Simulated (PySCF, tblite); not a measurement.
**C5H13NSi2: geometry, infrared bands and NMR shifts**

What infrared bands and NMR shifts should C5H13NSi2 (`C=C(C)[C@@]1(N[SiH3])C[SiH2]1`) show?

The runs use tblite 0.8.0 and PySCF 2.14.0, with density-fitted response routines of our own; the level of theory stands in each step. All values are computed, except where a source is named. Atoms count from 0, in the outputs and in this text.

## Step 1: The molecule as given

21 atoms, charge 0, multiplicity 1; geometry from: force field or distance geometry start.

Bonds of the start (Å): C0–C1 1.35, C1–C2 1.50, C1–C3 1.50, C3–N4 1.49, N4–Si5 1.70, C3–C6 1.46, C6–Si7 1.77, Si7–C3 2.29, C0–H8 1.09, C0–H9 1.08, C2–H10 1.09, C2–H11 1.10, C2–H12 1.11, N4–H13 1.01, Si5–H14 1.49, Si5–H15 1.49, Si5–H16 1.48, C6–H17 1.09, C6–H18 1.09, Si7–H19 1.49, Si7–H20 1.49.

## Step 2: Optimising the geometry with GFN2-xTB

The job: settings as JSON, then the geometry in Å.

```
{"job": {"kind": "relax", "xc": "GFN2-xTB", "basis": "xTB"}, "charge": 0, "multiplicity": 1}
C     -1.611900     0.431000     1.302100
C     -1.104500    -0.064500     0.158100
C     -1.911200    -1.023700    -0.665600
C      0.293600     0.173200    -0.319800
N      1.416500    -0.008200     0.646200
Si     2.149200    -1.496600     0.997100
C      0.563400     0.728000    -1.644200
Si     0.331000     2.360000    -1.006600
H     -2.627800     0.197200     1.618100
H     -1.052400     1.091500     1.951200
H     -1.362100    -1.942800    -0.860900
H     -2.179500    -0.566100    -1.628400
H     -2.862100    -1.301000    -0.166200
H      1.216100     0.469900     1.509000
H      3.296000    -1.205700     1.897800
H      1.170300    -2.346500     1.722700
H      2.618400    -2.129900    -0.252200
H     -0.115000     0.418900    -2.442500
H      1.557600     0.524100    -2.037000
H      1.285500     2.917600    -0.013500
H     -1.079900     2.790400    -0.765900
```

On the command line:

```sh
$ OMP_NUM_THREADS=1 python probes_run.py task.json out
```

One launch serves the whole session: the jobs run in the order shown.

**Question.** This job is followed by: GFN2-xTB harmonic vibrations, gas phase; GIAO PBE0/pcSseg-1 NMR shielding, non-relativistic, gas phase. Predict these results of the whole session: strongest single infrared mode (GFN2-xTB); zero-point energy (GFN2-xTB); 13C shifts against TMS (PBE0/pcSseg-1); 1H shifts against TMS (PBE0/pcSseg-1, means over atoms taken as alike); 15N shifts against NH3 (PBE0/pcSseg-1); 29Si shifts against TMS (PBE0/pcSseg-1).

The runs gave:

```
                                                              quantity                                                     value
                             strongest single infrared mode (GFN2-xTB)                                     2197 cm⁻¹, 360 km/mol
                                          zero-point energy (GFN2-xTB)                                             99.7 kcal/mol
                                13C shifts against TMS (PBE0/pcSseg-1)                        154.9, 113.0, 47.3, 24.3, 10.7 ppm
1H shifts against TMS (PBE0/pcSseg-1, means over atoms taken as alike)  5.33, 5.08, 4.45, 3.15, 2.66, 1.58, 1.35, 1.29, 1.22 ppm
                                15N shifts against NH3 (PBE0/pcSseg-1)                                                  37.5 ppm
                               29Si shifts against TMS (PBE0/pcSseg-1)                                         -72.8, -127.1 ppm
```

Over 180 steps the energy fell by 1.387 eV; of the close pairs, C3–Si7 changed most, 2.292 to 1.927 Å. No mode is imaginary among the 57: a minimum at this level. The strongest single mode, at 2197 cm⁻¹, moves mainly H15. Unscaled tight-binding wavenumbers are off by several per cent, some by more. Its intensities can rank the bands wrongly. C1 (fully substituted alkene carbon) lies farthest downfield among carbon, at 154.9 ppm; the olefinic region. At PBE0/pcSseg-1: The widest tensor belongs to Si7: span 276 ppm, with a paramagnetic part of -406 ppm.
